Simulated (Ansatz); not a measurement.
**C2H10Si2: one species, many methods**

The task here is to estimate one member of a computed series from the others.

The runs use Ansatz 0.2.0, Gaussian basis; functionals in def2-TZVPP, the program's frozen cores in correlated methods.

Plan: LDA (SPW92), PBE-D4, revPBE-D4, BLYP-D4, r2SCAN-D4, B97M-V, PBE0-D4, B3LYP-D4, r2SCANh-D4, r2SCAN0-D4, HSE06-D4, BHLYP-D4, CAM-B3LYP-D4, LC-ωPBE, ωB97X-V, ωB97M-V, B2PLYP, PBE-QIDH; CCSD(T)/def2-SVP; CCSD(T)/def2-TZVPP; MP2/def2-QZVPP; extrapolation to the limit; RPA on PBE.

## The geometry

The geometry comes from an earlier relaxation with PBE0-D4 in a triple-zeta def2 set; it is a stationary point, not always the lowest conformer.

SMILES `C[SiH](C)[SiH3]`, 14 atoms, charge 0, spin multiplicity 1.

Atoms are counted from 1 here; the program's logs count them from 0.

Bond lengths: C1–Si2 1.877 Å, C1–H5 1.092 Å, C1–H6 1.093 Å, C1–H7 1.093 Å, Si2–C3 1.877 Å, Si2–Si4 2.344 Å, Si2–H8 1.494 Å, C3–H9 1.093 Å, C3–H10 1.092 Å, C3–H11 1.093 Å, Si4–H12 1.490 Å, Si4–H13 1.491 Å, Si4–H14 1.490 Å. Angles: Si2–C1–H5 111.2°, Si2–C1–H6 110.6°, Si2–C1–H7 110.9°, H5–C1–H6 108.0°, H5–C1–H7 108.0°, H6–C1–H7 108.0°, C1–Si2–C3 110.8°, C1–Si2–Si4 110.1°, C1–Si2–H8 109.0°, C3–Si2–Si4 110.2°, C3–Si2–H8 109.0°, Si4–Si2–H8 107.7°, Si2–C3–H9 110.6°, Si2–C3–H10 111.2°, Si2–C3–H11 110.9°, H9–C3–H10 108.0°, H9–C3–H11 108.0°, H10–C3–H11 108.0° and more.

Set-up of the first run:

Input file in.yaml:

```yaml
crystal:
  periodic: [false, false, false]
  atoms:
    - {symbol: C, position_ang: [-0.723809, 1.147271, -1.276891]}
    - {symbol: Si, position_ang: [-0.396293, 0.230354, 0.327933]}
    - {symbol: C, position_ang: [1.143608, 0.892479, 1.172775]}
    - {symbol: Si, position_ang: [-0.166079, -2.064795, -0.087114]}
    - {symbol: H, position_ang: [-1.632128, 0.783076, -1.761936]}
    - {symbol: H, position_ang: [-0.845546, 2.217579, -1.090609]}
    - {symbol: H, position_ang: [0.106865, 1.018131, -1.975211]}
    - {symbol: H, position_ang: [-1.566097, 0.412761, 1.238859]}
    - {symbol: H, position_ang: [1.038825, 1.960453, 1.381456]}
    - {symbol: H, position_ang: [1.326498, 0.379410, 2.119484]}
    - {symbol: H, position_ang: [2.023906, 0.756687, 0.539554]}
    - {symbol: H, position_ang: [0.084116, -2.820758, 1.172210]}
    - {symbol: H, position_ang: [0.982723, -2.316900, -1.004222]}
    - {symbol: H, position_ang: [-1.389290, -2.624948, -0.727386]}
basis:
  gaussian: {orbitals: def2-TZVPP}
hamiltonian: {xc: lda}
output: {orbitals: {seedname: orbitals}}
```

On the command line:

```bash
ansatz run in.yaml --threads 4 --pin off --events-out ev --progress --plain --max-ram 10444MiB
```

Among the steps run: LDA; PBE-D4 (GGA); revPBE-D4 (GGA); BLYP-D4 (GGA); r2SCAN-D4 (meta-GGA); B97M-V (meta-GGA); B3LYP-D4 (hybrid); r2SCANh-D4 (hybrid); r2SCAN0-D4 (hybrid); HSE06-D4 (hybrid); BHLYP-D4 (hybrid); CAM-B3LYP-D4 (range-separated); LC-ωPBE (range-separated); ωB97X-V (range-separated); ωB97M-V (range-separated); B2PLYP (double hybrid); PBE-QIDH (double hybrid).

One of the session's tables, all rows but one given; the rest of the session is left out.

It belongs to the step «Frontier levels by functional». 

| functional | HOMO (eV) | LUMO (eV) | gap (eV) |
| --- | --- | --- | --- |
| LDA (SPW92) | -6.69 | -0.58 | 6.10 |
| PBE-D4 | -6.62 | -0.41 | 6.21 |
| revPBE-D4 | -6.59 | -0.33 | 6.26 |
| BLYP-D4 | -6.50 | -0.29 | 6.22 |
| r2SCAN-D4 | -6.87 | -0.07 | 6.80 |
| B97M-V | -6.97 | -0.37 | 6.60 |
| PBE0-D4 | -7.74 | 0.39 | 8.13 |
| B3LYP-D4 | -7.56 | 0.19 | 7.74 |
| r2SCANh-D4 | -7.28 | 0.21 | 7.48 |
| r2SCAN0-D4 | -7.90 | 0.61 | 8.51 |
| HSE06-D4 | -7.35 | 0.02 | 7.37 |
| BHLYP-D4 | -8.79 | 1.18 | 9.97 |
| CAM-B3LYP-D4 | ? | ? | ? |
| LC-ωPBE | -10.33 | 2.49 | 12.83 |
| ωB97X-V | -10.02 | 2.33 | 12.34 |
| ωB97M-V | -9.78 | 1.98 | 11.76 |

Q: Estimate the row for CAM-B3LYP-D4 from the others.

**Answer.** HOMO (eV): -9.04; LUMO (eV): 1.34; gap (eV): 10.38. In the column «HOMO (eV)» it lies between ωB97M-V (-9.78) and BHLYP-D4 (-8.79).
